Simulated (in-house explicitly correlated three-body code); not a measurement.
**Two electrons around a charge of +27.332: exact states and exact Kohn–Sham parts**

The task here is to estimate one member of a computed series from the others.

The numbers are computed with in-house explicitly correlated three-body code version 1 (two electrons, non-relativistic, variational in exponentially correlated functions), except any that are marked as measured or tabulated.

**The atom as given**

| Property | Result |
| --- | --- |
| charge of the centre | +27.332 |
| mass of the centre | infinite |
| interactions | Coulomb |
| basis | 260 functions exp(−a r1 − b r2 − g r12) a state, exponent ranges optimised |
| units | hartree and bohr; relativity and QED are left out |

The first run:

Settings:

```ini
Z = 27.332
interaction_strength = 1.0
functions = 260
states_tried = 13
```

Started as:

```console
$ python run_hyl.py task.json out
```

Steps of the session up to this table: The variational calculation.

One table of the session follows, with a row left open; its other results are not shown here.

It belongs to the step «The bound states». 

```
state  binding (eV)  excitation (eV)  ⟨r12⟩ (bohr)
 1 ¹S       9703.42                0       0.08143
 2 ³S       2402.52          7300.90        0.2335
 2 ³P       2375.11          7328.30        0.2020
 2 ¹S       2371.68          7331.73        0.2329
 2 ¹P       2351.96          7351.45        0.1946
 3 ³S       1060.51          8642.91        0.5110
 3 ³P       1052.91          8650.51        0.4774
 3 ¹S       1052.39          8651.03        0.5139
 3 ¹P             ?                ?             ?
 4 ³S       594.705          9108.71        0.9060
 4 ³P       591.567          9111.85        0.8731
 4 ¹S       591.411          9112.00        0.9106
 4 ¹P       589.023          9114.39        0.8761
```

Q: Estimate the row for 3 ¹P from the others.

**Answer.** binding (eV): 1046.67; excitation (eV): 8656.74; ⟨r12⟩ (bohr): 0.4783. In the column «binding (eV)» it lies between 4 ³S (594.705) and 3 ¹S (1052.39).
